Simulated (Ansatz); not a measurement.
# KNaWO2F4: the cost of one run

Computed with Ansatz 0.2.0 (DFT, PBE, plane-wave PAW, default files, scalar-relativistic, as far as a step names no other, unless a step's input says otherwise).

## (1) The structure to begin with

The structure is tetragonal, space group P4/nmm (No. 129). The conventional cell has a = 6.170 Å, b = 6.170 Å, c = 8.393 Å, α = 90.00°, β = 90.00°, γ = 90.00°. K (site symmetry -4m2) is surrounded by 8 F at 2.93 Å and 4 O at 3.09 Å. Na (site symmetry 4mm) has 2 O at 2.27 to 2.45 Å and 4 F at 2.41 Å as nearest neighbours. W (site symmetry 4mm) has 2 O at 1.80 to 1.87 Å and 4 F at 1.97 Å as nearest neighbours. O (site symmetry 4mm) is surrounded by 1 W at 1.80 Å and 1 Na at 2.27 Å. Around O (site symmetry 4mm) lie 1 W at 1.87 Å and 1 Na at 2.45 Å. Around F (site symmetry m) lie 1 W at 1.97 Å and 1 Na at 2.41 Å.

Structure file:

```xyz
18
Lattice="6.1697 0.0000 0.0000 0.0000 6.1697 0.0000 0.0000 0.0000 8.3935" Properties=species:S:1:pos:R:3 pbc="T T T"
K     3.0848    3.0848    0.0000
K     0.0000    0.0000    0.0000
Na    0.0000    3.0848    6.0960
Na    3.0848    0.0000    2.2974
W     0.0000    3.0848    2.0239
W     3.0848    0.0000    6.3695
O     0.0000    3.0848    3.8251
O     3.0848    0.0000    4.5684
O     0.0000    3.0848    0.1538
O     3.0848    0.0000    8.2396
F     1.3954    1.6895    1.9500
F     4.7743    1.6895    1.9500
F     1.3954    4.4802    1.9500
F     4.7743    4.4802    1.9500
F     1.6895    1.3954    6.4435
F     4.4802    1.3954    6.4435
F     1.6895    4.7743    6.4435
F     4.4802    4.7743    6.4435
```

## (2) Single point at the given positions

The input, input.yaml:

```yaml
crystal:
  lattice:
    - [6.169689, 0.0, 0.0]
    - [0.0, 6.169689, 0.0]
    - [0.0, 0.0, 8.393462]
  atoms:
    - { symbol: K, position: [0.5, 0.5, 0.0] }
    - { symbol: K, position: [0.0, 0.0, 0.0] }
    - { symbol: Na, position: [0.0, 0.5, 0.726283] }
    - { symbol: Na, position: [0.5, 0.0, 0.273717] }
    - { symbol: W, position: [0.0, 0.5, 0.241131] }
    - { symbol: W, position: [0.5, 0.0, 0.758869] }
    - { symbol: O, position: [0.0, 0.5, 0.455723] }
    - { symbol: O, position: [0.5, 0.0, 0.544277] }
    - { symbol: O, position: [0.0, 0.5, 0.018328] }
    - { symbol: O, position: [0.5, 0.0, 0.981672] }
    - { symbol: F, position: [0.226168, 0.273832, 0.232321] }
    - { symbol: F, position: [0.773832, 0.273832, 0.232321] }
    - { symbol: F, position: [0.226168, 0.726168, 0.232321] }
    - { symbol: F, position: [0.773832, 0.726168, 0.232321] }
    - { symbol: F, position: [0.273832, 0.226168, 0.767679] }
    - { symbol: F, position: [0.726168, 0.226168, 0.767679] }
    - { symbol: F, position: [0.273832, 0.773832, 0.767679] }
    - { symbol: F, position: [0.726168, 0.773832, 0.767679] }
kpoints:
  mp_grid: { grid: [4, 4, 3] }
scf:
  occupations: { method: fermi_dirac, width: 0.02 }
hamiltonian:
  xc: pbe
  pseudopotentials: { kind: paw }
output:
  forces: true
  stress: true
  populations: true
  efg:
    quadrupole_moments_barn: { K: 0.0603, Na: 0.104, O: -0.02558 }
    contact_densities: true
```

On the command line:

```
> ansatz run input.yaml --threads 1 --pin off --max-ram 2560MiB --backend cpu --events-out ev --progress --plain --runs-dir out
```

**Question.** How long does this run take on 1 thread of Intel Xeon 6975P-C (Granite Rapids), shared host, and how much memory does it need?

About 17 s, with a peak of 0.83 GiB.
